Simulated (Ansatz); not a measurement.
**C₆H₁₆Cl₂N₂Zr: a ladder of functionals and wavefunction methods**

The task here is to estimate one member of a computed series from the others.

Computed with Ansatz 0.2.0, Gaussian basis. Level: functionals in def2-TZVPP, the program's frozen cores in correlated methods.

The runs, in order: LDA (SPW92), PBE-D4, revPBE-D4, BLYP-D4, r2SCAN-D4, B97M-V, PBE0-D4, B3LYP-D4, r2SCANh-D4, r2SCAN0-D4, HSE06-D4, BHLYP-D4, CAM-B3LYP-D4, LC-ωPBE, ωB97X-V, ωB97M-V, B2PLYP, PBE-QIDH; CCSD(T)/def2-SVP; CCSD(T)/def2-TZVPP; MP2/def2-QZVPP; extrapolation to the limit; RPA on PBE.

### Structure used throughout

All runs share one geometry, relaxed beforehand with PBE0-D4 in a triple-zeta def2 set. Zr takes the def2 core potential; no spin-orbit term is included.

SMILES `CC(C)[NH][Zr]([Cl])([Cl])[NH]C(C)C`, 27 atoms, charge 0, spin multiplicity 1.

Atoms are counted from 1 here; the program's logs count them from 0.

Bond lengths: C1–C2 1.516 Å, C1–H12 1.093 Å, C1–H13 1.092 Å, C1–H14 1.092 Å, C2–C3 1.523 Å, C2–N4 1.455 Å, C2–H15 1.100 Å, C3–H16 1.093 Å, C3–H17 1.093 Å, C3–H18 1.093 Å, N4–Zr5 2.008 Å, N4–H19 1.020 Å, Zr5–Cl6 2.378 Å, Zr5–Cl7 2.370 Å, Zr5–N8 2.005 Å, N8–C9 1.454 Å, N8–H20 1.017 Å, C9–C10 1.518 Å and more. Angles: C2–C1–H12 110.9°, C2–C1–H13 111.2°, C2–C1–H14 110.1°, H12–C1–H13 108.0°, H12–C1–H14 108.1°, H13–C1–H14 108.3°, C1–C2–C3 111.3°, C1–C2–N4 111.0°, C1–C2–H15 107.5°, C3–C2–N4 111.0°, C3–C2–H15 107.9°, N4–C2–H15 108.0°, C2–C3–H16 111.1°, C2–C3–H17 110.3°, C2–C3–H18 111.0°, H16–C3–H17 107.9°, H16–C3–H18 108.0°, H17–C3–H18 108.4° and more.

Geometry (Å):

```xyz
27
charge 0, multiplicity 1
C    -0.67681   -2.15765   -0.26665
C    -1.95363   -1.57901    0.31066
C    -1.98543   -1.71570    1.82704
N    -2.12501   -0.19084   -0.09055
Zr   -1.19480    1.33035   -1.01330
Cl   -1.54149    3.26066    0.33176
Cl   -2.12947    1.56944   -3.17778
N     0.72357    0.81902   -1.29537
C     1.88654    0.73558   -0.42590
C     1.49719    1.11376    0.99223
C     3.02335    1.60746   -0.93649
H     0.20025   -1.63740    0.12587
H    -0.66187   -2.07191   -1.35527
H    -0.59083   -3.21423   -0.00501
H    -2.79406   -2.15806   -0.09909
H    -2.91133   -1.30755    2.24009
H    -1.14929   -1.17217    2.27535
H    -1.91647   -2.76469    2.12651
H    -3.03837    0.13502    0.22723
H     0.96778    0.58143   -2.25345
H     2.23573   -0.30832   -0.41397
H     0.67703    0.48926    1.36092
H     2.34126    0.98458    1.67193
H     1.18158    2.15984    1.04322
H     2.72135    2.65793   -0.94168
H     3.30526    1.32959   -1.95534
H     3.90796    1.50360   -0.30298
```

Set-up of the first run:

Contents of in.yaml:

```yaml
crystal:
  periodic: [false, false, false]
  atoms:
    - {symbol: C, position_ang: [-0.676813, -2.157649, -0.266651]}
    - {symbol: C, position_ang: [-1.953631, -1.579006, 0.310664]}
    - {symbol: C, position_ang: [-1.985431, -1.715700, 1.827040]}
    - {symbol: N, position_ang: [-2.125007, -0.190844, -0.090551]}
    - {symbol: Zr, position_ang: [-1.194795, 1.330345, -1.013305]}
    - {symbol: Cl, position_ang: [-1.541486, 3.260662, 0.331764]}
    - {symbol: Cl, position_ang: [-2.129473, 1.569445, -3.177780]}
    - {symbol: N, position_ang: [0.723573, 0.819024, -1.295366]}
    - {symbol: C, position_ang: [1.886543, 0.735582, -0.425903]}
    - {symbol: C, position_ang: [1.497192, 1.113759, 0.992229]}
    - {symbol: C, position_ang: [3.023346, 1.607459, -0.936485]}
    - {symbol: H, position_ang: [0.200248, -1.637400, 0.125869]}
    - {symbol: H, position_ang: [-0.661874, -2.071906, -1.355272]}
    - {symbol: H, position_ang: [-0.590829, -3.214233, -0.005010]}
    - {symbol: H, position_ang: [-2.794056, -2.158062, -0.099089]}
    - {symbol: H, position_ang: [-2.911333, -1.307547, 2.240092]}
    - {symbol: H, position_ang: [-1.149286, -1.172170, 2.275348]}
    - {symbol: H, position_ang: [-1.916470, -2.764692, 2.126513]}
    - {symbol: H, position_ang: [-3.038371, 0.135023, 0.227225]}
    - {symbol: H, position_ang: [0.967784, 0.581430, -2.253448]}
    - {symbol: H, position_ang: [2.235730, -0.308318, -0.413974]}
    - {symbol: H, position_ang: [0.677034, 0.489259, 1.360920]}
    - {symbol: H, position_ang: [2.341258, 0.984578, 1.671935]}
    - {symbol: H, position_ang: [1.181583, 2.159842, 1.043223]}
    - {symbol: H, position_ang: [2.721350, 2.657928, -0.941678]}
    - {symbol: H, position_ang: [3.305258, 1.329587, -1.955336]}
    - {symbol: H, position_ang: [3.907958, 1.503600, -0.302976]}
basis:
  gaussian: {orbitals: def2-TZVPP}
hamiltonian: {xc: lda}
output: {orbitals: {seedname: orbitals}}
```

Run with:

```
> ansatz run in.yaml --threads 11 --pin off --events-out ev --progress --plain --max-ram 174080MiB --backend cuda --devices 0, --max-vram 75GiB
```

Steps of the session up to this table: LDA; PBE-D4 (GGA); revPBE-D4 (GGA); BLYP-D4 (GGA); r2SCAN-D4 (meta-GGA); B97M-V (meta-GGA); B3LYP-D4 (hybrid); r2SCANh-D4 (hybrid); r2SCAN0-D4 (hybrid); HSE06-D4 (hybrid); BHLYP-D4 (hybrid); CAM-B3LYP-D4 (range-separated); LC-ωPBE (range-separated); ωB97X-V (range-separated); ωB97M-V (range-separated); B2PLYP (double hybrid); PBE-QIDH (double hybrid).

One of the session's tables, all rows but one given; the rest of the session is left out.

It belongs to the step «Frontier levels by functional». 

```
  functional  HOMO (eV)  gap (eV)
 LDA (SPW92)      -5.98      3.60
      PBE-D4      -5.80      3.68
   revPBE-D4      -5.73      3.71
     BLYP-D4      -5.67      3.69
   r2SCAN-D4      -6.05      4.11
      B97M-V      -6.16      4.20
     PBE0-D4      -7.08      5.81
    B3LYP-D4      -6.85      5.38
  r2SCANh-D4      -6.53      4.90
  r2SCAN0-D4      -7.26      6.11
    HSE06-D4      -6.68      5.04
    BHLYP-D4          ?         ?
CAM-B3LYP-D4      -8.44      8.27
     LC-ωPBE      -9.79     10.78
     ωB97X-V      -9.44     10.32
     ωB97M-V      -9.35     10.08
```

**Question.** Estimate the row for BHLYP-D4.

Worked estimate for «HOMO (eV)». Against the share of exact exchange, BLYP-D4 (0, -5.67), B3LYP-D4 (0.2, -6.85) give a slope of -5.90 per unit share; at 0.5 the line stands at -8.62.

As computed: HOMO (eV): -8.27; gap (eV): 8.03. In «HOMO (eV)» the line misses by -0.35.
